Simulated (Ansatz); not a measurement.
Crystal: Ge2Sb2Te5.

```xyz
9
Lattice="6.8391 -3.0660 0.0000 6.8391 3.0660 0.0000 -6.8310 0.0000 6.8476" Properties=species:S:1:pos:R:3 pbc="T T T"
Te    5.4948    0.0000    2.6461
Te    9.5385    0.0000    1.3429
Te    0.0699    0.0000    0.0441
Te   -2.7069    0.0000    5.5452
Te    1.3918    0.0000    4.0888
Sb    8.3181    0.0000    4.0255
Sb   -1.3207    0.0000    2.8579
Ge    2.6055    0.0000    1.2862
Ge    6.7274    0.0000    0.0756
```

The cell comes from a database or a generator and needn't be the stable form of this composition.

Base run:

| Quantity | Value |
| --- | --- |
| Program | Ansatz 0.2.0 |
| Functional | PBEsol |
| Potentials or basis | Ansatz PAW |
| Cutoff | 420 eV |
| Density cutoff | 1680 eV |
| k mesh | 4 × 4 × 3 |
| Occupations | fermi-dirac, width 0.05 eV |
| Spin | no spin polarisation |

Its results: band gap on the k mesh 0.07 eV, direct; pressure -2.5 GPa; largest force 0.178 eV/Å.

Q: The run is repeated on the same cell with these changes: functional from PBEsol to revPBE. What comes out?

A: Band gap on the k mesh 0.06 eV, direct; pressure 0.8 GPa; largest force 0.158 eV/Å.

revPBE binds less tightly than PBEsol, so the same cell stands under more pressure.

Caveats: spin-orbit coupling is left out, which moves the levels of the heavy elements; the PAW data sets come from PBE, with cores solved anew for the run's functional, which leaves a small shift of forces and pressure; the potentials were made for another functional, which shifts forces and pressure (some runs).

Not every run made on this cell is shown here.
